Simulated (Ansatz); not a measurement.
I need energies of removing a hydrogen of BClH6OSi2, SMILES B[Si](O)([SiH3])Cl. Use Ansatz's Python interface. Use (for the species named): Hartree-Fock, cc-pVDZ basis, multiplicity 1.

```yaml
atoms:
  - { symbol: B, position_ang: [-0.1526, 1.8745, 0.4468] }
  - { symbol: Si, position_ang: [0.4735, 0.1005, 0.4423] }
  - { symbol: O, position_ang: [0.1225, -0.6192, 1.9518] }
  - { symbol: Si, position_ang: [-0.4575, -1.0524, -1.1752] }
  - { symbol: Cl, position_ang: [2.5443, 0.1230, 0.0807] }
  - { symbol: H, position_ang: [-0.7390, 2.3691, 1.3913] }
  - { symbol: H, position_ang: [-0.0541, 2.5904, -0.5269] }
  - { symbol: H, position_ang: [0.5860, -1.5106, 1.8939] }
  - { symbol: H, position_ang: [-1.9778, -1.0585, -0.8878] }
  - { symbol: H, position_ang: [-0.2513, -0.4331, -2.4478] }
  - { symbol: H, position_ang: [-0.0286, -2.4406, -1.1485] }
```

`bde_bclh6osi2.py`:
```python
import ansatz as az


def total_energy(molecule, charge=0, unpaired=0):
    calc = molecule.calculation().basis(gaussian="cc-pVDZ").functional("hf")
    if charge:
        calc = calc.charge(charge)
    if unpaired:
        calc = calc.spin("collinear", total=unpaired)
    report = calc.run().report
    if report["published_state_doubts"]:
        print("  doubts:", report["published_state_doubts"])
    return report["free_energy_ev"]

def without(molecule, index):
    rest = az.Crystal.molecule()
    for i, site in enumerate(molecule.cartesian_sites):
        if i != index:
            rest = rest.atom(site.symbol, site.position_ang)
    return rest


def main() -> None:
    molecule = (
        az.Crystal.molecule()
        .atom("B", (-0.1526, 1.8745, 0.4468))
        .atom("Si", (0.4735, 0.1005, 0.4423))
        .atom("O", (0.1225, -0.6192, 1.9518))
        .atom("Si", (-0.4575, -1.0524, -1.1752))
        .atom("Cl", (2.5443, 0.123, 0.0807))
        .atom("H", (-0.739, 2.3691, 1.3913))
        .atom("H", (-0.0541, 2.5904, -0.5269))
        .atom("H", (0.586, -1.5106, 1.8939))
        .atom("H", (-1.9778, -1.0585, -0.8878))
        .atom("H", (-0.2513, -0.4331, -2.4478))
        .atom("H", (-0.0286, -2.4406, -1.1485))
    )

    whole = total_energy(molecule, 0)
    hydrogen = total_energy(az.Crystal.molecule().atom("H", (0, 0, 0)), 0, 1)
    print(f"E(molecule) = {whole:.5f} eV, E(H) = {hydrogen:.5f} eV")
    for index in [6, 7, 10]:
        radical = total_energy(without(molecule, index), 0, 1)
        print(f"H{index}: homolysis {96.485332 * (radical + hydrogen - whole):.1f} kJ/mol")


if __name__ == "__main__":
    main()
```

Running `python bde_bclh6osi2.py` prints:
```text
E(molecule) = -31033.04035 eV, E(H) = -13.58606 eV
H6: homolysis 352.9 kJ/mol
H7: homolysis 344.1 kJ/mol
H10: homolysis 294.4 kJ/mol
```

What to keep in mind:
- Total energies depend on the basis set; only differences at equal settings carry meaning.
- The geometry is a force-field or estimated start, not a minimum of this method, and the basis set is short of its limit. All parts are taken at fixed geometry, without zero-point energy.
- Hartree-Fock leaves correlation out, so bond, atomisation and ionisation energies come out well too low.
- Wall time of the script: 30 s on 1 thread of Arm Neoverse V1, on a shared host, peak memory 0.48 GiB.
